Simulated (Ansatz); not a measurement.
# CF2 on Si(100)-2x1, partly H-covered, underside capped with H: a dynamics run in two tries

The task is a short trajectory. The slab cell is 2×2, and the adsorbate is set down on it by hand.

All numbers below are computed with Ansatz 0.2.0 (DFT PBEsol, plane waves, PAW, scalar-relativistic, no spin polarisation).

### 1 The structure to begin with

The cell holds 33 atoms (CH10F2Si20): a = 7.679 Å, b = 7.679 Å, c = 22.254 Å, α = 90.00°, β = 90.00°, γ = 90.00°.

The coordinates stand in the first input below.

### 2 The run

input.yaml

```yaml
accuracy: low
crystal:
  lattice:
    - [7.67918, 0.0, 0.0]
    - [0.0, 7.67918, 0.0]
    - [0.0, 0.0, 22.254362]
  atoms:
    - { symbol: H, position: [0.409392, 0.0, 0.044935] }
    - { symbol: H, position: [0.090608, 0.0, 0.044935] }
    - { symbol: H, position: [0.909392, 0.0, 0.044935] }
    - { symbol: H, position: [0.590608, 0.0, 0.044935] }
    - { symbol: H, position: [0.409392, 0.5, 0.044935] }
    - { symbol: H, position: [0.090608, 0.5, 0.044935] }
    - { symbol: H, position: [0.909392, 0.5, 0.044935] }
    - { symbol: H, position: [0.590608, 0.5, 0.044935] }
    - { symbol: Si, position: [0.25, 0.0, 0.0838263] }
    - { symbol: Si, position: [0.75, 0.0, 0.0838263] }
    - { symbol: Si, position: [0.25, 0.5, 0.0838263] }
    - { symbol: Si, position: [0.75, 0.5, 0.0838263] }
    - { symbol: Si, position: [0.25, 0.25, 0.1448255] }
    - { symbol: Si, position: [0.75, 0.25, 0.1448255] }
    - { symbol: Si, position: [0.25, 0.75, 0.1448255] }
    - { symbol: Si, position: [0.75, 0.75, 0.1448255] }
    - { symbol: Si, position: [0.0, 0.25, 0.2058248] }
    - { symbol: Si, position: [0.5, 0.25, 0.2058248] }
    - { symbol: Si, position: [0.0, 0.75, 0.2058248] }
    - { symbol: Si, position: [0.5, 0.75, 0.2058248] }
    - { symbol: Si, position: [0.0, 0.0, 0.2668241] }
    - { symbol: Si, position: [0.5, 0.0, 0.2668241] }
    - { symbol: Si, position: [0.0, 0.5, 0.2668241] }
    - { symbol: Si, position: [0.5, 0.5, 0.2668241] }
    - { symbol: Si, position: [0.25, 0.0969069, 0.326026] }
    - { symbol: Si, position: [0.75, 0.0969069, 0.326026] }
    - { symbol: Si, position: [0.25, 0.4030931, 0.3098494] }
    - { symbol: Si, position: [0.75, 0.4030931, 0.3098494] }
    - { symbol: H, position: [0.25, 0.4689802, 0.3709098] }
    - { symbol: H, position: [0.75, 0.4689802, 0.3709098] }
    - { symbol: C, position: [0.5742995, 0.3555247, 0.4857926] }
    - { symbol: F, position: [0.4652557, 0.4358431, 0.5208419] }
    - { symbol: F, position: [0.6833433, 0.2752063, 0.5208419] }
basis:
  ecutwfc: 420.0
kpoints:
  mp_grid: { grid: [1, 1, 1] }
hamiltonian:
  xc: pbesol
  pseudopotentials: { kind: paw, azcp: { folder: soft_1 } }
scf:
  occupations: { method: fermi_dirac, width: 0.05 }
  lower_state_search: "off"
  max_iter: 70
md:
  timestep: 0.5
  n_steps: 25
  ensemble: nve
  initial_velocities: zero
  seed: 517631
  initial_site_velocities:
    - { site: 30, velocity: [0.008229, 0.0, -0.022608] }
    - { site: 31, velocity: [0.008229, 0.0, -0.022608] }
    - { site: 32, velocity: [0.008229, 0.0, -0.022608] }
  constraints: [{ sites: [0, 1, 2, 3, 4, 5, 6, 7, 8, 9, 10, 11] }]
  friction: 0.01
```

Run with:

```sh
$ ansatz run input.yaml --threads 1 --pin off --max-ram 3072MiB --backend cpu --events-out ev --progress --plain --runs-dir out
```

What does the calculation give? Wanted: first try.

**Answer**, as computed:

| quantity | value |
| --- | --- |
| first try | refused |
| cause | friction belongs to the Langevin ensembles, and this run is at constant energy |

What this shows: The fault in the first input was caught at the input check and cost nothing.
